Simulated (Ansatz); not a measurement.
# ZrNiS: relaxing cell and atoms at 5 GPa

Aim: in ZrNiS, a structure type of another compound, with these elements put in, relax cell and atoms at 5 GPa, then read levels, charges and fields where it ends.

Computed, not measured: Ansatz 0.2.0, DFT, PBE, non-collinear spin, plane waves, PAW.

## (1) The cell

The structure is tetragonal, space group P4/nmm (No. 129). The conventional cell has a = 3.447 Å, b = 3.447 Å, c = 7.692 Å, α = 90.00°, β = 90.00°, γ = 90.00°. Around Zr (site symmetry 4mm) lie 5 S at 2.60 to 2.75 Å and 4 Ni at 2.66 Å. S (site symmetry 4mm) is surrounded by 5 Zr at 2.60 to 2.75 Å. Ni (site symmetry -4m2) is surrounded by 4 Ni at 2.44 Å and 4 Zr at 2.66 Å.

As a file:

```
Zr S Ni
1.0
     3.44678    0.00000    0.00000
     0.00000    3.44678    0.00000
     0.00000    0.00000    7.69248
Zr S Ni
2 2 2
Direct
  0.00000 0.50000 0.26300
  0.50000 0.00000 0.73700
  0.00000 0.50000 0.62000
  0.50000 0.00000 0.38000
  0.00000 0.00000 0.00000
  0.50000 0.50000 0.00000
```

It starts from an earlier solution of the starting cell (checkpoint.read).

## (2) Relaxing

Input file input.yaml:

```yaml
crystal:
  lattice:
    - [3.44678214, 0.0, 0.0]
    - [0.0, 3.44678214, 0.0]
    - [0.0, 0.0, 7.69248057]
  atoms:
    - { symbol: Zr, position: [0.0, 0.5, 0.263] }
    - { symbol: Zr, position: [0.5, 0.0, 0.737] }
    - { symbol: S, position: [0.0, 0.5, 0.62] }
    - { symbol: S, position: [0.5, 0.0, 0.38] }
    - { symbol: Ni, position: [0.0, 0.0, 0.0], spin: 2, spin_axis: [0.23293, 0.96963, -0.07457] }
    - { symbol: Ni, position: [0.5, 0.5, 0.0], spin: 2, spin_axis: [0.3955, -0.78811, 0.47167] }
  symmetry: { tolerance: 0.0003 }
kpoints:
  mp_grid: { grid: [5, 5, 3], shift: [0, 0, 0] }
magnetization:
  noncollinear: true
  spin_orbit: false
scf:
  occupations: { method: fermi_dirac, width: 0.0296 }
  lower_state_search: "off"
hamiltonian:
  pseudopotentials: { kind: paw }
  xc: pbe
basis:
  ecutwfc: 420
  fft_grid_basis: typed
relax:
  max_steps: 80
  cell: { p_target: 5.0 }
output:
  forces: true
  stress: true
  eigenvalues: true
  bader: true
  populations: true
  elf: true
  write_potential: true
  volumetric_format: npy
  dos:
    e_range: [-12, 8]
    de: 0.05
    projected: { site_lists: { Ni: [Ni], S: [S], Zr: [Zr] } }
    method: { smearing: { sigma: 0.1, scheme: gaussian } }
  write_density: true
checkpoint:
  read: saved_state
```

The run is started by

```console
$ ansatz run input.yaml --threads 2 --pin off --max-ram 3584MiB --backend cpu --events-out ev --progress --plain --runs-dir out
```

Standard output, shortened:

```text
Warning: checkpoint.read: basis.xc_grid differs: saved 1, current 2 (points along each axis for each point of the dense box; where the key is left out runs that use forces, runs that use the stress, dielectric runs by a finite field, finite-displacement phonons, runs of [...]
Warning: RAYON_NUM_THREADS=2 ignored (pool sized by the plan → 2); use --threads N
[...]
Pseudopotentials: kind: paw
Pseudopotential: Zr, paw, valence charge 12, recommended cutoff 420 eV (normal), Zr.paw.azcp
Pseudopotential: S, paw, valence charge 6, recommended cutoff 420 eV (normal), S.paw.azcp
Pseudopotential: Ni, paw, valence charge 18, recommended cutoff 420 eV (normal), Ni.paw.azcp
Functional definition: PBE
[...]
Crystal: 6 atoms, lattice volume = 91.389 Å³
Basis set: ecut = 420 eV, 1773 PW (Γ), exchange–correlation on 48×48×108 points (8 copies of the dense FFT grid, shifted against one another)
Bands: 88, of which v1, the nominal top of the filled ones, is band 72 counted from 1 (71 counted from 0)
Symmetry: 16 space group operations + 16 with time reversal
Moments: of one size on atoms that these operations exchange, one fixing the others by the rotation that the starting moments gave each, and all in one plane where the starting moments lie in one or along one axis (crystal.symmetry.detect: false holds none)
k-points: 12 of 75
[...]
Starting moments: Σ|m| = 4 μB on 2 of 6 sites; this step starts from the density that it was given
[...]
SCF iter   1: F=—  HF=-21856.314080 eV  |F-HF|=—  |Δ(HF+E_count)|=         —  Δρ=1.62e-2  dr2=1.76e-1  dr2_m=6.79e-2  ethr=2.25e-4  |M|=1.70e-3 ∫|m|=3.52e-2 μB  |m|>n=5.6e-5 m-floor=5.6e-5 τ_xc=7.7e-2 mc-row=5.6e-5  β_m=0.30  ⟨swp⟩=2.2  Hψ=4946  notcnv=0
[...]
spin=Noncollinear: Resta preconditioning applied to the charge; magnetization (m_x, m_y, m_z) channels mix plain (no charge-response kernel on spin).
[...]
spin-set hold released at iteration 10 (site moments contracting): the magnetisation degrees of freedom join the quasi-Newton model from the next iteration; the mixer history was flushed
[...]
SCF iter  18: F=-21856.688530 eV  HF=-21856.688530 eV  |F-HF|=5.09e-11  |Δ(HF+E_count)|=  2.29e-10  Δρ=4.76e-7  dr2=1.37e-10  dr2_m=6.09e-11  ethr=1.21e-12  |M|=1.10e-5 ∫|m|=3.01e-5 μB  |m|>n=0.0e0 m-floor=0.0e0 τ_xc=4.2e-12 mc-row=0.0e0  ⟨swp⟩=4.0  Hψ=5012  notcnv=0
```

## (3) The output, continued

Output, continued, shortened:

```text
WARN: the starting moments were not kept: the SCF closed with an absolute magnetisation of 3.0e-5 μB, where they sum to 4 μB in size (2 sites). That is at most 0.1 of that sum. Measured as dr2_m measures the in/out step, that magnetisation stands 1.6e-10 eV from none, at or under the [...]
relax step   1: F+E_penalty+E_count = -21856.68853010 eV  Δ(F+E_penalty+E_count) = +0.000e0 eV  max|allowed force component| = 2.206e-1 eV/Å  Δτ_max = 0.0000 Å  P = +9.276 GPa  Ω = 91.389 Å³  (18 SCF iters, accepted)
[...]
relax step   5: F+E_penalty+E_count = -21856.81229172 eV  Δ(F+E_penalty+E_count) = +2.246e-3 eV  max|allowed force component| = 6.232e-3 eV/Å  Δτ_max = 0.0021 Å  P = +4.978 GPa  Ω = 94.009 Å³  energy of the carried Pulay correction = -5.507e-4 eV  (9 SCF iters, accepted)
[...]
relax step   6: F+E_penalty+E_count = -21856.81135170 eV  Δ(F+E_penalty+E_count) = +9.400e-4 eV  max|allowed force component| = 1.740e-3 eV/Å  Δτ_max = 0.0009 Å  P = +5.020 GPa  Ω = 93.978 Å³  energy of the carried Pulay correction = -5.442e-4 eV  (7 SCF iters, dr2 threshold 1.96e-8 eV, accepted)
Moments: of one size on atoms that these operations exchange, one fixing the others by the rotation that the starting moments gave each, and all in one plane where the starting moments lie in one or along one axis (crystal.symmetry.detect: false holds none)
[...]
SCF iter   1: F=—  HF=-21856.811202 eV  |F-HF|=—  |Δ(HF+E_count)|=         —  Δρ=4.05e-4  dr2=3.31e-6  dr2_m=5.13e-12  ethr=4.61e-7  |M|=3.21e-6 ∫|m|=5.36e-6 μB  |m|>n=0.0e0 m-floor=0.0e0 τ_xc=8.0e-13 mc-row=0.0e0  β_m=0.30  ⟨swp⟩=3.1  Hψ=6256  notcnv=0
```

## (4) The output, continued

The log, continued:

```text
spin=Noncollinear: Kerker preconditioning applied to the charge; magnetization (m_x, m_y, m_z) channels mix plain (no charge-response kernel on spin).
SCF iter   2: F=—  HF=-21856.811554 eV  |F-HF|=—  |Δ(HF+E_count)|=   3.52e-4  Δρ=2.85e-4  dr2=1.68e-6  dr2_m=2.83e-12  ethr=4.59e-9  |M|=7.18e-7 ∫|m|=2.99e-6 μB  |m|>n=0.0e0 m-floor=0.0e0 τ_xc=5.6e-13 mc-row=0.0e0  β_m=0.65  ⟨swp⟩=1.8  Hψ=1314  notcnv=0
SCF iter   3: F=—  HF=-21856.811901 eV  |F-HF|=—  |Δ(HF+E_count)|=   3.46e-4  Δρ=7.57e-5  dr2=4.42e-6  dr2_m=1.07e-12  ethr=2.34e-9  |M|=5.41e-7 ∫|m|=1.22e-6 μB  |m|>n=0.0e0 m-floor=0.0e0 τ_xc=2.2e-14 mc-row=0.0e0  β_m=0.41  ⟨swp⟩=2.0  Hψ=1330  notcnv=0  recentre
SCF iter   4: F=—  HF=-21856.811901 eV  |F-HF|=—  |Δ(HF+E_count)|=   4.46e-7  Δρ=2.54e-6  dr2=3.16e-9  dr2_m=5.39e-13  ethr=2.34e-9  |M|=1.05e-6 ∫|m|=1.20e-6 μB  |m|>n=0.0e0 m-floor=0.0e0 τ_xc=1.7e-14 mc-row=0.0e0  β_m=0.49  ⟨swp⟩=2.0  Hψ=1322  notcnv=0
SCF iter   5: F=—  HF=-21856.811888 eV  |F-HF|=—  |Δ(HF+E_count)|=   1.33e-5  Δρ=2.94e-6  dr2=7.41e-9  dr2_m=3.31e-13  ethr=4.39e-12  |M|=2.68e-8 ∫|m|=6.43e-7 μB  |m|>n=0.0e0 m-floor=0.0e0 τ_xc=5.6e-15 mc-row=0.0e0  β_m=0.49  ⟨swp⟩=2.0  Hψ=1828  notcnv=0
SCF iter   6: F=-21856.811888 eV  HF=-21856.811888 eV  |F-HF|=6.55e-11  |Δ(HF+E_count)|=  1.09e-11  Δρ=2.77e-7  dr2=1.36e-10  dr2_m=3.03e-14  ethr=1.00e-12  |M|=7.90e-8 ∫|m|=3.58e-7 μB  |m|>n=0.0e0 m-floor=0.0e0 τ_xc=3.1e-16 mc-row=0.0e0  ⟨swp⟩=5.0  Hψ=5257  notcnv=0
the starting moments were not kept: the SCF closed with an absolute magnetisation of 3.5e-7 μB, where they sum to 4 μB in size (2 sites). That is at most 0.1 of that sum. Measured as dr2_m measures the in/out step, that magnetisation stands 3.4e-14 eV from none, at or under the dr2_threshold of 3.0e-10 eV: it is no larger than a step whose dr2_m would equal this threshold.
SCF 7 converged in 6 iterations: F = -21856.811888 eV  dr2 = 1.36e-10
relax step   7: F+E_penalty+E_count = -21856.81188784 eV  Δ(F+E_penalty+E_count) = -5.361e-4 eV  max|allowed force component| = 1.691e-3 eV/Å  Δτ_max = 0.0000 Å  P = +5.022 GPa  Ω = 93.978 Å³  stress off target by 3.36e-2 GPa  SCF on the basis re-selected at this cell (its energy is not comparable with the rows above)  (6 SCF iters)
basis re-selected at this cell: Δ(F+E_penalty+E_count) = -5.361e-4 eV, ΔP = +0.001 GPa vs the last step (what re-selecting the basis moved, of the pressure what is left beyond the Pulay correction that the steps carried, after the strain that the cell walked since its last selection, with what the two solves' SCF thresholds leave and, on support functions, any second-order correction that the steps lacked; it is no measure of the basis error at this ecutwfc). This SCF's stress stands 3.36e-2 GPa from its target on what of the cell is left free (relax.cell.stress_tol is 5.00e-2 GPa) and its largest allowed force component is 1.69e-3 eV/Å (relax.f_tol is 1.00e-2 eV/Å): within both
SCF converged after 6 iterations
Magnetization: |M| = 0.0000 μB,  M = (+0.0000, +0.0000, +0.0000) μB
Absolute magnetization: 0.0000 μB (∫|m|, with the PAW one-centre terms)
  site 0: m = (+0.0000, +0.0000, +0.0000) μB, |m| = 0.0000 μB  (R = 1.08 Å)
  site 1: m = (+0.0000, +0.0000, +0.0000) μB, |m| = 0.0000 μB  (R = 1.08 Å)
  site 2: m = (+0.0000, +0.0000, +0.0000) μB, |m| = 0.0000 μB  (R = 1.08 Å)
  site 3: m = (+0.0000, +0.0000, +0.0000) μB, |m| = 0.0000 μB  (R = 1.08 Å)
  site 4: m = (-0.0000, -0.0000, -0.0000) μB, |m| = 0.0000 μB  (R = 1.01 Å)
  site 5: m = (-0.0000, +0.0000, -0.0000) μB, |m| = 0.0000 μB  (R = 1.01 Å)
Free energy (F): -21856.811888 eV
Harris-Foulkes:  -21856.811888 eV  (|F-HF|=6.55e-11)
Internal energy: -21856.805518 eV  (E = F + TS)
E sigma→0 (E₀):  -21856.808703 eV
Entropy (-TS):   -0.006370 eV (-1.062 meV/atom)
Fermi energy:    14.686005 eV
--- Per-component energies (eV) ---
  E_band       = -799.080289
  E_kinetic    = 1458.070649
  E_local      = -12918.560652  (includes V_loc(G=0)·N_el)
  E_nonlocal   = 1487.545403
  E_hartree    = 5591.580777
  E_xc         = -692.279632
  E_vxc        = -782.412408  (∫ρ·V_xc dr)
  E_paw        = -10370.892042  (= ΣΔE_a)
  E_vpaw       = -1226.887367  (= ΣTr[D̂ρ^β])
  E_aug_tail   = 0.001068  (compensation charges beyond the density's cutoff)
  E_ewald      = -6412.271089
  E_smearing   = -0.006370  (= −TS)
  E_closure    = 0.000000  (closes the sum)
  Σ components = -21856.811888   (vs F -21856.811888, Δ=0.00e0)
--- Forces (eV/Å), atoms counted from 1 ---
  atom   1  Zr     0.00000000     0.00000000    -0.00068921
  atom   2  Zr     0.00000000     0.00000000     0.00068921
  atom   3  S      0.00000000     0.00000000    -0.00169128
  atom   4  S      0.00000000     0.00000000     0.00169128
  atom   5  Ni    -0.00000000     0.00000000     0.00000000
  atom   6  Ni    -0.00000000     0.00000000    -0.00000000
  max |Σ_I F_I| component: 6.51e-19 eV/Å
--- Stress (GPa, compression-positive) ---
        5.033605      -0.000000       0.000000
       -0.000000       5.033605       0.000000
        0.000000       0.000000       4.997947
  P = ⅓ Tr σ = 5.0217 GPa (50.217 kbar)
--- Band table (eV; the first three rows and the last of 12) ---
  k-point 0: bands = ["-88.4123", "-88.4123", "-88.3851", "-88.3851", "-48.9120", "-48.9120", "-48.8856", "-48.8856", "-48.8127", "-48.8127", "-48.8127", "-48.8127", "-48.6906", "-48.6906", "-48.6906", "-48.6906", "-34.5166", "-34.5166", "-34.5135", "-34.5135", "-12.6408", "-12.6408", "-12.5714", "-12.5714", "-12.5036", "-12.5036", "-12.5036", "-12.5036", "-12.4991", "-12.4991", "-12.4991", "-12.4991", "-0.2618", "-0.2618", "1.2515", "1.2515", "7.9506", "7.9506", "9.2903", "9.2903", "10.8498", "10.8498", "10.8498", "10.8498", "10.9303", "10.9303", "11.2786", "11.2786", "11.6522", "11.6522", "11.6713", "11.6713", "12.0216", "12.0216", "12.0216", "12.0216", "12.6486", "12.6486", "12.7544", "12.7544", "12.7544", "12.7544", "12.8714", "12.8714", "13.6251", "13.6251", "13.6251", "13.6251", "14.3477", "14.3477", "14.3889", "14.3889", "14.9094", "14.9094", "16.3870", "16.3870", "16.3870", "16.3870", "16.4016", "16.4016", "16.4844", "16.4844", "16.4914", "16.4914", "16.9008", "16.9008", "18.0085", "18.0085"]
  k-point 1: bands = ["-88.4123", "-88.4123", "-88.3851", "-88.3851", "-48.9120", "-48.9120", "-48.8856", "-48.8856", "-48.8127", "-48.8127", "-48.8127", "-48.8127", "-48.6906", "-48.6906", "-48.6906", "-48.6906", "-34.5158", "-34.5158", "-34.5142", "-34.5142", "-12.6294", "-12.6294", "-12.5831", "-12.5831", "-12.5043", "-12.5043", "-12.5043", "-12.5043", "-12.4983", "-12.4983", "-12.4983", "-12.4983", "-0.2443", "-0.2443", "1.2316", "1.2316", "8.1264", "8.1264", "8.7311", "8.7311", "10.8399", "10.8399", "10.8399", "10.8399", "11.2367", "11.2367", "11.3946", "11.3946", "11.6716", "11.6716", "11.7577", "11.7577", "12.1006", "12.1006", "12.1006", "12.1006", "12.6146", "12.6146", "12.6445", "12.6445", "12.6445", "12.6445", "13.3278", "13.3278", "13.6787", "13.6787", "13.6787", "13.6787", "14.3446", "14.3446", "14.5980", "14.5980", "14.9094", "14.9094", "15.7425", "15.7425", "16.2573", "16.2573", "16.2573", "16.2573", "16.3334", "16.3334", "16.4089", "16.4089", "16.5620", "16.5620", "18.2558", "18.2558"]
  k-point 2: bands = ["-88.4097", "-88.4097", "-88.3877", "-88.3877", "-48.9094", "-48.9094", "-48.8880", "-48.8880", "-48.8018", "-48.8018", "-48.8011", "-48.8011", "-48.7030", "-48.7030", "-48.7023", "-48.7023", "-34.5093", "-34.5093", "-34.5068", "-34.5068", "-12.6367", "-12.6367", "-12.6166", "-12.6166", "-12.5969", "-12.5969", "-12.5639", "-12.5639", "-12.4913", "-12.4913", "-12.4876", "-12.4876", "0.0890", "0.0890", "1.4390", "1.4390", "8.3568", "8.3568", "9.0512", "9.0512", "9.6312", "9.6312", "10.7256", "10.7256", "10.9511", "10.9511", "11.2738", "11.2738", "11.6156", "11.6156", "11.6469", "11.6469", "12.0636", "12.0636", "12.1052", "12.1052", "12.2593", "12.2593", "12.5188", "12.5188", "12.8331", "12.8331", "13.4718", "13.4718", "13.5860", "13.5860", "14.0487", "14.0487", "14.1714", "14.1714", "14.3712", "14.3712", "14.8006", "14.8006", "15.0973", "15.0973", "15.6939", "15.6939", "16.4865", "16.4865", "16.7808", "16.7808", "17.0599", "17.0599", "17.2119", "17.2119", "18.2401", "18.2401"]
  k-point 11: bands = ["-88.3999", "-88.3999", "-88.3973", "-88.3973", "-48.8997", "-48.8997", "-48.8972", "-48.8972", "-48.8258", "-48.8258", "-48.8143", "-48.8143", "-48.6923", "-48.6923", "-48.6806", "-48.6806", "-34.4795", "-34.4795", "-34.4794", "-34.4794", "-12.7377", "-12.7377", "-12.7298", "-12.7298", "-12.7293", "-12.7293", "-12.7214", "-12.7214", "-12.5412", "-12.5412", "-12.5376", "-12.5376", "1.1562", "1.1562", "1.3366", "1.3366", "8.2398", "8.2398", "8.4978", "8.4978", "9.9401", "9.9401", "10.4160", "10.4160", "10.5321", "10.5321", "10.9018", "10.9018", "11.1989", "11.1989", "11.4864", "11.4864", "11.9847", "11.9847", "12.0455", "12.0455", "12.4752", "12.4752", "12.5119", "12.5119", "13.1066", "13.1066", "13.4096", "13.4096", "13.6093", "13.6093", "13.7545", "13.7545", "13.9231", "13.9231", "14.5705", "14.5705", "15.1932", "15.1932", "15.4113", "15.4113", "16.0366", "16.0366", "16.4049", "16.4049", "17.8933", "17.8933", "18.4067", "18.4067", "18.4095", "18.4095", "18.5311", "18.5311"]
--- Relaxed structure (6 steps of the walk, 5 accepted, 1 SCFs on fresh bases) ---
  F+E_penalty+E_count = -21856.81188784 eV   max|allowed force component| = 1.691e-3 eV/Å   (the final SCF, on the basis selected at the relaxed cell)
  cell:  # Å, volume = 93.9780 Å³
    - [3.469596838135837, -1.47374709132194e-34, 0.0]
    - [-1.47374709132194e-34, 3.469596838135837, 0.0]
    - [0.0, 0.0, 7.806710117853074]
  atoms:
    - { symbol: Zr, position: [-6.641775300096006e-36, 0.5, 0.26274030565014633] }
    - { symbol: Zr, position: [0.5, -6.599145163381658e-37, 0.7372596943498537] }
    - { symbol: S, position: [-2.2316023967228856e-35, 0.5, 0.6240643555472576] }
    - { symbol: S, position: [0.5, -5.891484893923412e-36, 0.3759356444527423] }
    - { symbol: Ni, position: [3.11455778835054e-35, 6.54287338291871e-36, -1.0431886084846467e-35] }
    - { symbol: Ni, position: [0.5, 0.5, 7.719595702786386e-35] }
--- Löwdin populations: 6 sites ---
  site symbol       q [e]
     0     Zr     11.6704
     1     Zr     11.6704
     2      S      6.2409
     3      S      6.2409
     4     Ni     17.7865
     5     Ni     17.7865
  spilling = 0.008396 (of n_electrons = 72.000000)
--- Bader charges: 6 sites ---
  site symbol  charge [e]  shift [e]  m_x [muB]  m_y [muB]  m_z [muB]
     0     Zr      1.6683     0.0007     0.0000     0.0000     0.0000
     1     Zr      1.6683     0.0007     0.0000     0.0000     0.0000
     2      S     -1.1436     0.0007     0.0000     0.0000     0.0000
     3      S     -1.1436     0.0007     0.0000     0.0000     0.0000
     4     Ni     -0.5247     0.0000     0.0000     0.0000     0.0000
     5     Ni     -0.5247     0.0000     0.0000     0.0000     0.0000
  estimated error of the sums over rays = 6.3e-4 e
```

Run time: 2.3 min. Hardware: 2 threads of Arm Neoverse V2, shared host; peak memory 0.62 GiB.

Step by step:

| step | energy from step 1 (eV/cell) | largest force component (eV/Å) | pressure (GPa) | volume (Å³) |
| --- | --- | --- | --- | --- |
| 1 | 0.0000 | 0.2206 | 9.28 | 91.39 |
| 2 | -0.1515 | 0.0762 | 3.34 | 95.16 |
| 3 | -0.1260 | 0.0281 | 4.87 | 94.09 |
| 4x | -0.1218 | 0.0397 | 5.09 | 93.95 |
| 5 | -0.1238 | 0.0062 | 4.98 | 94.01 |
| 6 | -0.1228 | 0.0017 | 5.02 | 93.98 |
| 7 | -0.1234 | 0.0017 | 5.02 | 93.98 |

Step 1 is the start. Step 7 repeats the geometry before on a plane-wave basis chosen anew for that cell, so the energy can jump there without any move; the table keeps such jumps. 1 step was tried and not accepted (marked x).

| input's cell | before | after | change |
| --- | --- | --- | --- |
| a (Å) | 3.447 | 3.470 | +0.7 % |
| b (Å) | 3.447 | 3.470 | +0.7 % |
| c (Å) | 7.692 | 7.807 | +1.5 % |
| volume (Å³/atom) | 15.23 | 15.66 | +2.8 % |

The largest move, 0.03 Å, apart from the change of the cell, is shared by several atoms, S4 among them.

With a target pressure of 5 GPa the walk minimises the enthalpy, not the energy.

## (5) Density of states

States per cell by energy window, from dos.tsv and pdos.tsv (Gaussian smearing of 0.1 eV; eV from the Fermi level):

| from | to | total | Ni s | Ni d | S p | Zr d |
| --- | --- | --- | --- | --- | --- | --- |
| -7.0 | -6.0 | 2.92 | 0.26 | 0.03 | 1.76 | 0.51 |
| -6.0 | -5.0 | 1.68 | 0.12 | 0.05 | 0.99 | 0.34 |
| -5.0 | -4.0 | 4.18 | 0.41 | 0.28 | 2.20 | 0.99 |
| -4.0 | -3.0 | 5.43 | 0.37 | 1.52 | 2.24 | 1.08 |
| -3.0 | -2.0 | 8.68 | 0.23 | 6.21 | 0.81 | 1.14 |
| -2.0 | -1.0 | 8.57 | 0.19 | 6.78 | 0.71 | 0.65 |
| -1.0 | 0.0 | 4.48 | 0.13 | 2.88 | 0.20 | 1.04 |
| 0.0 | 1.0 | 3.62 | 0.09 | 0.79 | 0.23 | 2.02 |
| 1.0 | 2.0 | 4.12 | 0.10 | 0.67 | 0.18 | 2.62 |

The bands computed are complete only to about 3.1 eV above the Fermi level.

## (6) Charges

By element, from the tables in the log (a charge is positive for electrons lost): Löwdin charges also hold the electrons that the projection spills.

| element | atoms | Bader charge (e) | Bader volume (Å³) | Löwdin charge (e) |
| --- | --- | --- | --- | --- |
| Zr | 2 | +1.67 | 12.9 | +0.33 |
| S | 2 | -1.14 | 19.4 | -0.24 |
| Ni | 2 | -0.52 | 14.6 | +0.21 |

Löwdin charges rest on a small set of atomic orbitals that misses 0.8 % of the electrons, so they need not add up to the cell's charge and can differ from Bader's even in sign.

## (7) Real-space fields

Maps in the plane spanned by b and c at height 0.000 along a (axes of the input's cell), one cell: b runs left to right (11 points from zero), c bottom to top (24 points), 90° apart. These are the smooth PAW fields, not the true ones near the nuclei.

Valence density. Ten steps from '0' (0.06 e/Å³) to '9' (60.80 e/Å³), finer at the low end (step k begins (100^(k/10) - 1)/99 of the way up):
```
76200000026
32100000012
10000000000
00000000000
00000000000
00000110000
00011221100
00012112100
00012002100
00012112100
00011221100
00001111000
00000000000
00000000000
00001111000
00013443100
00024444200
00024444200
00013443100
00012222100
10000000000
32100000012
76310000136
98310000138
```

ELF. Ten even steps from '0' (0.01) to '9' (0.90):
```
54212222124
22112222112
22111111112
33211111123
32223333222
22367777632
23699889963
24898228984
13896006983
02797337972
01589999851
00169999610
00024664200
00000110000
11013663101
21148888411
21178338711
21188118811
32169889612
33225775223
22321111232
22232112322
54223333224
85312332135
```

Atoms within 0.2 Å of the plane, in fractions of b and c: Zr at (0.50, 0.26), S at (0.50, 0.62), Ni at (0.00, 1.00).

## (8) What came out

| quantity | value |
| --- | --- |
| moves | 4 |
| largest move | 0.03 Å (S) |
| space group (0.01 Å), before / after | P4/nmm / P4/nmm |
| cell | a = 3.470 Å, b = 3.470 Å, c = 7.807 Å, α = 90.00°, β = 90.00°, γ = 90.00° |
| volume | 15.66 Å³/atom (+2.8 %) |
| pressure at the end | 5.02 GPa |
| character | metal |
| density of states, mean within 0.25 eV of the Fermi level | 2.7 per eV per cell |
| Bader charges | Zr +1.67, S -1.14, Ni -0.52 e |
| moments | none |

**Reading.** The volume grew by 2.8 %, and the largest move of an atom is 0.03 Å apart from the change of the cell. The run held to 16 symmetry operations, so a lower structure without them is not ruled out. It is a metal; within 0.25 eV of the Fermi level the density of states averages 2.7 per eV per cell, mostly Zr d (58 %) and Ni d (22 %). The state carries no moments. Zr loses most charge (+1.67 e on average) and S gains most (-1.14 e).

Limits of this run: no moment survived this start, and a magnetic state may lie lower; the k mesh is coarse for a cell without a gap.
